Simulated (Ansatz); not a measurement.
# GeN2H6: geometry optimisation

The task: find the minimum of GeN2H6 nearest to the start.

Computed with Ansatz 0.2.0. Level: RKS PBE-D4/def2-SVPD.

1 further run of the same task is left out (set aside as unsound or not needed).

**1. The starting structure**

SMILES `[NH2][GeH2][NH2]`, 9 atoms, charge 0, spin multiplicity 1.

Atoms are counted from 1 here; the program's logs count them from 0.

Bond lengths: N1–Ge2 1.852 Å, N1–H4 1.023 Å, N1–H5 1.023 Å, Ge2–N3 1.852 Å, Ge2–H6 1.557 Å, Ge2–H7 1.557 Å, N3–H8 1.023 Å, N3–H9 1.024 Å. Angles: Ge2–N1–H4 115.0°, Ge2–N1–H5 116.1°, H4–N1–H5 109.4°, N1–Ge2–N3 102.8°, N1–Ge2–H6 104.5°, N1–Ge2–H7 117.4°, N3–Ge2–H6 117.4°, N3–Ge2–H7 104.6°, H6–Ge2–H7 110.5°, Ge2–N3–H8 116.1°, Ge2–N3–H9 115.2°, H8–N3–H9 109.4°.

As a file:

```xyz
9

N    -1.1076    0.6439   -0.8502
Ge    0.5430    0.2835   -0.0911
N     0.1819   -1.1643    1.0052
H    -1.4870   -0.1046   -1.4358
H    -1.1908    1.5361   -1.3437
H     0.9559    1.6187    0.5959
H     1.6746   -0.2149   -1.0379
H     0.9953   -1.6640    1.3733
H    -0.4767   -0.9807    1.7669
```

**2. Relaxation**

File input.yaml:

```yaml
crystal:
  periodic: [false, false, false]
  atoms:
    - { symbol: "N", position_ang: [-1.107632, 0.643879, -0.850213] }
    - { symbol: Ge, position_ang: [0.542993, 0.283476, -0.091057] }
    - { symbol: "N", position_ang: [0.181892, -1.164326, 1.005227] }
    - { symbol: H, position_ang: [-1.487048, -0.104567, -1.435795] }
    - { symbol: H, position_ang: [-1.19079, 1.53612, -1.343677] }
    - { symbol: H, position_ang: [0.955927, 1.618669, 0.595929] }
    - { symbol: H, position_ang: [1.674561, -0.214936, -1.037886] }
    - { symbol: H, position_ang: [0.995294, -1.66401, 1.373341] }
    - { symbol: H, position_ang: [-0.476698, -0.980706, 1.766932] }
basis:
  gaussian: { orbitals: def2-SVPD }
hamiltonian:
  xc: pbe
  dispersion: d4
output:
  forces: true
relax:
  f_tol: 0.003
  max_steps: 120
```

The run is started by

```sh
ansatz run input.yaml --threads 1 --pin off --max-ram 2560MiB --backend cpu --events-out ev --progress --plain --runs-dir out
```

Output:

```text
Warning: RAYON_NUM_THREADS=1 ignored (pool sized by the plan → 1); use --threads N
The last accepted step is kept in <dir> (removed where the run ends without a failure and the disk answers)
Engine: ansatz 0.2.0, x86_64-unknown-linux-gnu
Functional definition: PBE
  parameter kappa = 0.804
  parameter beta = 0.06672455060314922
  exchange = pbe_x(kappa = kappa, mu = beta*pi^2/3)
  correlation = pbe_c(beta = beta)
1143 factors; their error is unknown
mean field evaluation 1: about -59560.7275 eV, gradient 8.6e1 eV
mean field evaluation 2: about -59484.2788 eV, gradient 1.8e2 eV
mean field evaluation 4: about -59575.0205 eV, gradient 8.5e0 eV
mean field evaluation 8: about -59575.1837 eV, gradient 1.1e-1 eV
mean field evaluation 16: about -59575.1421 eV, gradient 1.6e-4 eV
mean field -59575.14207386 eV, -2189.3460897327 hartree, gradient 1.1e-5 eV, S^2 0.000000; 0 other end points of the search recorded, 0 dependent functions left out
the calculation of the forces begins
reference -59575.14211501 eV, -2189.3460912448 hartree; 26, 26 occupied and 100, 100 virtual orbitals, 1143 factors
relax step   1: F+E_penalty+E_count = -59575.28107411 eV  Δ(F+E_penalty+E_count) = +0.000e0 eV  max|allowed force component| = 2.713e-2 eV/Å  Δτ_max = 0.0000 Å  (28 SCF iters, accepted)
these checks for a lower state are left out or cut short: starts, cluster_reference, orbital_swaps, neighbouring_geometries, increment
1143 factors; their error is unknown
mean field -59575.14213578 eV, -2189.3460920083 hartree, gradient 2.0e-5 eV, S^2 0.000000; 0 other end points of the search recorded, 0 dependent functions left out
the calculation of the forces begins
reference -59575.14217694 eV, -2189.3460935207 hartree; 26, 26 occupied and 100, 100 virtual orbitals, 1143 factors
relax step   2: F+E_penalty+E_count = -59575.28113048 eV  Δ(F+E_penalty+E_count) = -5.636e-5 eV  max|allowed force component| = 7.565e-3 eV/Å  Δτ_max = 0.0037 Å  (29 SCF iters, accepted)
these checks for a lower state are left out or cut short: starts, cluster_reference, orbital_swaps, neighbouring_geometries, increment
1143 factors; their error is unknown
mean field -59575.14213374 eV, -2189.3460919331 hartree, gradient 1.5e-5 eV, S^2 0.000000; 0 other end points of the search recorded, 0 dependent functions left out
the calculation of the forces begins
reference -59575.14217489 eV, -2189.3460934455 hartree; 26, 26 occupied and 100, 100 virtual orbitals, 1143 factors
relax step   3: F+E_penalty+E_count = -59575.28113760 eV  Δ(F+E_penalty+E_count) = -7.123e-6 eV  max|allowed force component| = 3.483e-3 eV/Å  Δτ_max = 0.0008 Å  (21 SCF iters, accepted)
these checks for a lower state are left out or cut short: starts, cluster_reference, orbital_swaps, neighbouring_geometries, increment
1143 factors; their error is unknown
mean field evaluation 32: about -59575.1822 eV, gradient 1.8e-1 eV
mean field -59575.14213437 eV, -2189.3460919565 hartree, gradient 1.1e-5 eV, S^2 0.000000; 0 other end points of the search recorded, 0 dependent functions left out
the calculation of the forces begins
reference -59575.14217552 eV, -2189.3460934688 hartree; 26, 26 occupied and 100, 100 virtual orbitals, 1143 factors
relax step   4: F+E_penalty+E_count = -59575.28113891 eV  Δ(F+E_penalty+E_count) = -1.307e-6 eV  max|allowed force component| = 1.704e-3 eV/Å  Δτ_max = 0.0004 Å  (21 SCF iters, accepted)
1143 factors; their error is unknown
mean field -59575.14213437 eV, -2189.3460919565 hartree, gradient 1.1e-5 eV, S^2 0.000000; 1 other end points of the search recorded, 0 dependent functions left out
the calculation of the forces begins
reference -59575.14217552 eV, -2189.3460934688 hartree; 26, 26 occupied and 100, 100 virtual orbitals, 1143 factors
Total energy: -59575.28118006 eV, -2189.3512017912 hartree
Atom 0 at    -1.107236     0.644638    -0.850336 Å, force     0.001121    -0.001704    -0.000499 eV/Å
Atom 1 at     0.542318     0.283223    -0.091098 Å, force    -0.000209     0.000297     0.000175 eV/Å
Atom 2 at     0.183229    -1.165192     1.004794 Å, force    -0.000306     0.000562    -0.000522 eV/Å
Atom 3 at    -1.490539    -0.103087    -1.434153 Å, force    -0.000488     0.000590     0.000266 eV/Å
Atom 4 at    -1.188521     1.535725    -1.344822 Å, force    -0.000318     0.001001    -0.000000 eV/Å
Atom 5 at     0.955303     1.618839     0.596028 Å, force    -0.000224     0.000005    -0.000205 eV/Å
Atom 6 at     1.674596    -0.216258    -1.037183 Å, force    -0.000166    -0.000135     0.000235 eV/Å
Atom 7 at     0.996975    -1.660907     1.375183 Å, force     0.001135    -0.000845     0.000294 eV/Å
Atom 8 at    -0.477626    -0.983383     1.764387 Å, force    -0.000545     0.000230     0.000257 eV/Å
Dipole moment:     0.085213     0.045690    -0.014353 e Å
```

It took 18 s on 1 thread of Intel Xeon Platinum 8259CL at 2.50GHz (Skylake/Cascade Lake), shared host; peak memory 0.17 GiB.

Along the way:

```
step  energy from step 1 (eV)  largest force component (eV/Å)
   1                   0.0000                          0.0271
   2                  -0.0001                          0.0076
   3                  -0.0001                          0.0035
   4                  -0.0001                          0.0017
```

Close pairs (by a distance rule), those that changed most:

```
  bond  before (Å)  after (Å)  change (Å)
 N3–H8       1.023      1.022      -0.001
N1–Ge2       1.852      1.852      -0.001
 N1–H5       1.023      1.022      -0.001
Ge2–H6       1.557      1.558      +0.000
 N3–H9       1.024      1.023      -0.000
Ge2–H7       1.557      1.558      +0.000
Ge2–N3       1.852      1.851      -0.000
 N1–H4       1.023      1.023      -0.000
```

**3. Outcome**

| quantity | value |
| --- | --- |
| energy gained | 0.0001 eV |
| root mean square move | 0.003 Å |
| dipole moment | 0.47 D |

**Reading.** Bond lengths: N1–Ge2 1.852 Å, N1–H4 1.023 Å, N1–H5 1.022 Å, Ge2–N3 1.851 Å, Ge2–H6 1.558 Å, Ge2–H7 1.558 Å, N3–H8 1.022 Å, N3–H9 1.023 Å. Angles: Ge2–N1–H4 115.2°, Ge2–N1–H5 116.1°, H4–N1–H5 109.3°, N1–Ge2–N3 102.9°, N1–Ge2–H6 104.5°, N1–Ge2–H7 117.5°, N3–Ge2–H6 117.5°, N3–Ge2–H7 104.5°, H6–Ge2–H7 110.5°, Ge2–N3–H8 116.1°, Ge2–N3–H9 115.2°, H8–N3–H9 109.3°. No frequencies were computed here.
